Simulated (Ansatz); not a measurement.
# CH2BN (SMILES BC#N) at RPA@PBE/def2-TZVP

Aim: the electronic atomisation energy of CH2BN at RPA@PBE/def2-TZVP, from 5 runs. 

Program for the calculation: Ansatz 0.2.0.

65 further runs of the same task are left out: 65 set aside as unsound or not needed. Runs told in other sessions of the task aren't counted.

## Step 1: Starting point

CH2BN has 5 atoms, charge 0, and is taken as a singlet. As SMILES, `BC#N`. The shape is that of a PBE0-D4/def2-TZVP optimisation.

Bond lengths: B1–C2 1.522 Å, C2–N3 1.154 Å, B1–H4 1.189 Å, B1–H5 1.189 Å. Angles: B1–C2–N3 180.0°, C2–B1–H4 118.9°, C2–B1–H5 118.9°, H4–B1–H5 122.2°.

## Step 2: A single-point energy at RPA@PBE/def2-TZVP

input.yaml

```yaml
crystal:
  periodic: [false, false, false]
  atoms:
    - symbol: B
      position_ang: [-0.219200, 0.441300, -0.341900]
    - symbol: C
      position_ang: [0.352700, -0.696700, 0.490700]
    - symbol: N
      position_ang: [0.786500, -1.559600, 1.122200]
    - symbol: H
      position_ang: [-0.744300, 0.187400, -1.377600]
    - symbol: H
      position_ang: [-0.125900, 1.554000, 0.065300]
basis:
  gaussian:
    orbitals: def2-TZVP
hamiltonian:
  xc: pbe
correlation:
  method: rpa
  frozen_orbitals: {B: 1, C: 1, H: 0, "N": 1}
accuracy: high
```

Command:

```sh
$ ansatz run input.yaml --threads 1 --pin off --max-ram 3480MiB --events-out events.jsonl --progress --plain --runs-dir runs
```

Log:

```text
Warning: RAYON_NUM_THREADS=1 ignored (pool sized by the plan → 1); use --threads N
Functional definition: PBE
  name "PBE"
  parameter kappa = 0.804
  parameter beta = 0.06672455060314922
  exchange = pbe_x(kappa = kappa, mu = beta*pi^2/3)
  correlation = pbe_c(beta = beta)
1710 factors; integrals over basis functions are off by at most 3.6e-9 eV
mean field evaluation 1: about -3226.8948 eV, gradient 4.4e1 eV
mean field evaluation 2: about -3226.8920 eV, gradient 4.4e1 eV
mean field evaluation 4: about -3227.4612 eV, gradient 4.1e1 eV
mean field evaluation 8: about -3231.3727 eV, gradient 5.0e-1 eV
mean field evaluation 16: about -3231.3732 eV, gradient 3.6e-5 eV
mean field -3231.37318644 eV, -118.7507742984 hartree, gradient 8.4e-8 eV, S^2 0.000000; 0 other end points of the search recorded, 0 dependent functions left out
3 core orbitals not correlated: weight in the atoms' cores, before any rotation towards them, 1.000 or more for the frozen orbitals, at most 0.000 for the correlated occupied ones
reference -3215.28430538 eV, -118.1595188248 hartree; 7, 7 occupied and 95, 95 virtual orbitals, 1710 factors
Total energy: -3234.25244781 eV, -118.8565852021 hartree
```

Run time: 7.8 s. Hardware: 1 thread of Arm Neoverse V2, shared host; peak memory 0.32 GiB.

## Step 3: The B atom at the same level

molecule.yaml

```yaml
crystal:
  periodic: [false, false, false]
  atoms:
    - {symbol: B, position_ang: [0.000000, 0.000000, 0.000000]}
basis:
  gaussian: {orbitals: def2-TZVP}
correlation: {method: rpa, frozen_orbitals: {B: 1}}
magnetization: {spin_polarized: true, initial_magnetization: 1}
accuracy: high
hamiltonian: {xc: {name: PBE}}
```

Run the same way, it converges to -24.65459 Eh (log not shown).

## Step 4: The C atom, same level

molecule.yaml

```yaml
crystal:
  periodic: [false, false, false]
  atoms:
    - {symbol: C, position_ang: [0.000000, 0.000000, 0.000000]}
basis:
  gaussian: {orbitals: def2-TZVP}
magnetization: {spin_polarized: true, initial_magnetization: 2}
hamiltonian: {xc: {name: PBE}}
correlation: {method: rpa, frozen_orbitals: {C: 1}}
accuracy: high
```

Run the same way, it converges to -37.85397 Eh (log not shown).

## Step 5: The H atom

in.yaml

```yaml
crystal:
  periodic: [false, false, false]
  atoms:
    - {symbol: H, position_ang: [0.000000, 0.000000, 0.000000]}
basis:
  gaussian:
    orbitals: def2-TZVP
magnetization:
  spin_polarized: true
  initial_magnetization: 1
hamiltonian:
  xc: pbe
correlation:
  method: rpa
  frozen_orbitals: {H: 0}
accuracy: high
```

Run the same way, it converges to -0.51330 Eh (log not shown).

## Step 6: The N atom, same level

in.yaml

```yaml
crystal:
  periodic: [false, false, false]
  atoms:
    - symbol: N
      position_ang: [0.000000, 0.000000, 0.000000]
basis:
  gaussian: {orbitals: def2-TZVP}
magnetization: {spin_polarized: true, initial_magnetization: 3}
hamiltonian: {xc: {name: PBE}}
correlation: {method: rpa, frozen_orbitals: {"N": 1}}
accuracy: high
```

Run the same way, it converges to -54.59165 Eh (log not shown).

## Step 7: What came out

Level: RPA@PBE/def2-TZVP, 3 core orbitals frozen.

| quantity | value |
| --- | --- |
| molecule: total energy | -118.85659 Eh |
| molecule: RPA correlation energy (valence) | -697.1 mEh |
| B atom: total energy | -24.65459 Eh |
| B atom: RPA correlation energy (valence) | -125.4 mEh |
| B atom: ⟨S²⟩ of the reference determinant | 0.753 |
| C atom: total energy | -37.85397 Eh |
| C atom: RPA correlation energy (valence) | -165.8 mEh |
| C atom: ⟨S²⟩ of the reference determinant | 2.003 |
| H atom: total energy | -0.51330 Eh |
| H atom: RPA correlation energy | -13.9 mEh |
| H atom: ⟨S²⟩ of the reference determinant | 0.750 |
| N atom: total energy | -54.59165 Eh |
| N atom: RPA correlation energy (valence) | -193.3 mEh |
| N atom: ⟨S²⟩ of the reference determinant | 3.752 |
| electronic atomisation energy | 19.858 eV |

What this shows: Taking the molecule apart into free atoms costs 19.86 eV (458 kcal/mol), before zero-point energy and without spin-orbit coupling.
